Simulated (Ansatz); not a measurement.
# MgCd3O: the cost of one run

Method: DFT PBE, scalar-relativistic, plane waves, PAW, in Ansatz 0.2.0.

## (1) The system as given

It takes space group P4mm (No. 99, tetragonal). The conventional cell has a = 4.193 Å, b = 4.193 Å, c = 5.305 Å, α = 90.00°, β = 90.00°, γ = 90.00°. Mg (site symmetry 4mm) is surrounded by 12 Cd at 3.02 to 3.38 Å and 4 O at 3.46 Å. Around Cd (site symmetry 4mm) lie 1 O at 2.35 Å. Cd (site symmetry 2mm) is surrounded by 2 O at 2.27 Å. O (site symmetry 4mm) has 5 Cd at 2.27 to 2.35 Å in its first shell of neighbours.

As a file:

```xyz
5
Lattice="4.1925 0.0000 0.0000 0.0000 4.1925 0.0000 0.0000 0.0000 5.3050" Properties=species:S:1:pos:R:3 pbc="T T T"
Mg    0.0000    0.0000    0.0000
Cd    2.0963    2.0963    0.5618
Cd    0.0000    2.0963    2.6525
Cd    2.0963    0.0000    2.6525
O     2.0963    2.0963    3.5119
```

The cell is invented: species swapped into a database cell of NdBPt3 (P4mm, No. 99), with Mg on the Nd sites, O on the B sites and Cd on the Pt sites. Its size is a rough estimate.

## (2) A first look at the guess

Contents of input.yaml:

```yaml
crystal:
  lattice:
    - [4.19250376, 0.0, 0.0]
    - [0.0, 4.19250376, 0.0]
    - [0.0, 0.0, 5.30500447]
  atoms:
    - { symbol: Mg, position: [0.0, 0.0, 0.0] }
    - { symbol: Cd, position: [0.5, 0.5, 0.1059] }
    - { symbol: Cd, position: [0.0, 0.5, 0.5] }
    - { symbol: Cd, position: [0.5, 0.0, 0.5] }
    - { symbol: O, position: [0.5, 0.5, 0.662] }
basis:
  ecutwfc: 420
kpoints:
  mp_grid: { grid: [4, 4, 4] }
hamiltonian:
  xc: pbe
scf:
  occupations: { method: gaussian, width: 0.1 }
  lower_state_search: "off"
output:
  forces: true
  stress: true
  eigenvalues: true
```

On the command line:

```sh
ansatz run input.yaml --threads 1 --pin off --max-ram 2560MiB --backend cpu --events-out ev --progress --plain --runs-dir out
```

What time and memory should one allow on 1 thread of Intel Xeon at 2.50GHz (Skylake/Cascade Lake), shared host?

About 9.8 s, with a peak of 0.36 GiB.
